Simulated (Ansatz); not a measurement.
# F₂H₄OSSi₂: one species, many methods

An exercise on one series of results from a longer session: the logs are not shown, and one member is left open.

Program: Ansatz 0.2.0, Gaussian basis. Level of theory: functionals in def2-TZVPP, the program's frozen cores in correlated methods. These are calculated values, not measurements.

Plan: PBE-D4, r2SCAN-D4, PBE0-D4, B3LYP-D4, ωB97X-V, ωB97M-V, B2PLYP; CCSD(T)/def2-TZVPP; MP2/def2-QZVPP; extrapolation to the limit.

**Structure used throughout**

The geometry comes from an earlier relaxation with PBE0-D4 in a triple-zeta def2 set; it is a stationary point, not always the lowest conformer.

SMILES `F[SiH](F)O[SiH2]S`, 10 atoms, charge 0, spin multiplicity 1.

Atoms are counted from 1 here; the program's logs count them from 0.

Bond lengths: F1–Si2 1.581 Å, Si2–F3 1.581 Å, Si2–O4 1.598 Å, Si2–H7 1.464 Å, O4–Si5 1.637 Å, Si5–S6 2.121 Å, Si5–H8 1.479 Å, Si5–H9 1.480 Å, S6–H10 1.344 Å. Angles: F1–Si2–F3 106.8°, F1–Si2–O4 109.7°, F1–Si2–H7 109.4°, F3–Si2–O4 109.8°, F3–Si2–H7 109.5°, O4–Si2–H7 111.5°, Si2–O4–Si5 161.0°, O4–Si5–S6 111.6°, O4–Si5–H8 109.3°, O4–Si5–H9 107.8°, S6–Si5–H8 105.4°, S6–Si5–H9 110.4°, H8–Si5–H9 112.4°, Si5–S6–H10 94.4°.

The first run:

in.yaml reads:

```yaml
crystal:
  periodic: [false, false, false]
  atoms:
    - {symbol: F, position_ang: [-0.252123, -2.651878, 0.731208]}
    - {symbol: Si, position_ang: [0.679377, -1.753916, -0.177937]}
    - {symbol: F, position_ang: [0.506764, -2.272110, -1.661819]}
    - {symbol: O, position_ang: [0.217634, -0.226787, -0.079287]}
    - {symbol: Si, position_ang: [-0.681249, 1.131586, -0.241475]}
    - {symbol: S, position_ang: [0.307255, 2.822210, 0.573648]}
    - {symbol: H, position_ang: [2.072286, -1.921169, 0.239740]}
    - {symbol: H, position_ang: [-0.855710, 1.432877, -1.678701]}
    - {symbol: H, position_ang: [-1.971096, 0.906795, 0.447660]}
    - {symbol: H, position_ang: [0.059962, 2.481091, 1.849863]}
basis:
  gaussian: {orbitals: def2-TZVPP}
hamiltonian: {xc: pbe, dispersion: d4}
output: {forces: true, orbitals: {seedname: orbitals}}
```

Run with:

```console
$ ansatz run in.yaml --threads 4 --pin off --events-out ev --progress --plain --max-ram 10444MiB
```

Among the steps run: PBE-D4 (GGA); r2SCAN-D4 (meta-GGA); PBE0-D4 (hybrid); B3LYP-D4 (hybrid); ωB97X-V (range-separated); ωB97M-V (range-separated); B2PLYP (double hybrid); CCSD(T) in def2-TZVPP; MP2 in def2-QZVPP.

One table of the session follows, with a row left open; its other results are not shown here.

| method | atomisation energy (kJ/mol) |
| --- | --- |
| PBE-D4 | 3806.3 |
| r2SCAN-D4 | 3811.9 |
| PBE0-D4 | 3743.4 |
| B3LYP-D4 | 3774.7 |
| ωB97X-V | 3826.1 |
| ωB97M-V | ? |
| B2PLYP | 3756.5 |
| HF/def2-TZVPP | 2834.0 |
| MP2/def2-TZVPP | 3814.5 |
| CCSD/def2-TZVPP | 3656.6 |
| CCSD(T)/def2-TZVPP | 3709.2 |
| MP2/CBS | 3938.6 |
| CCSD(T)/CBS | 3833.2 |

**Question.** Estimate the row for ωB97M-V.

As computed: atomisation energy (kJ/mol): 3819.5. In the column «atomisation energy (kJ/mol)» it lies between MP2/def2-TZVPP (3814.5) and ωB97X-V (3826.1).
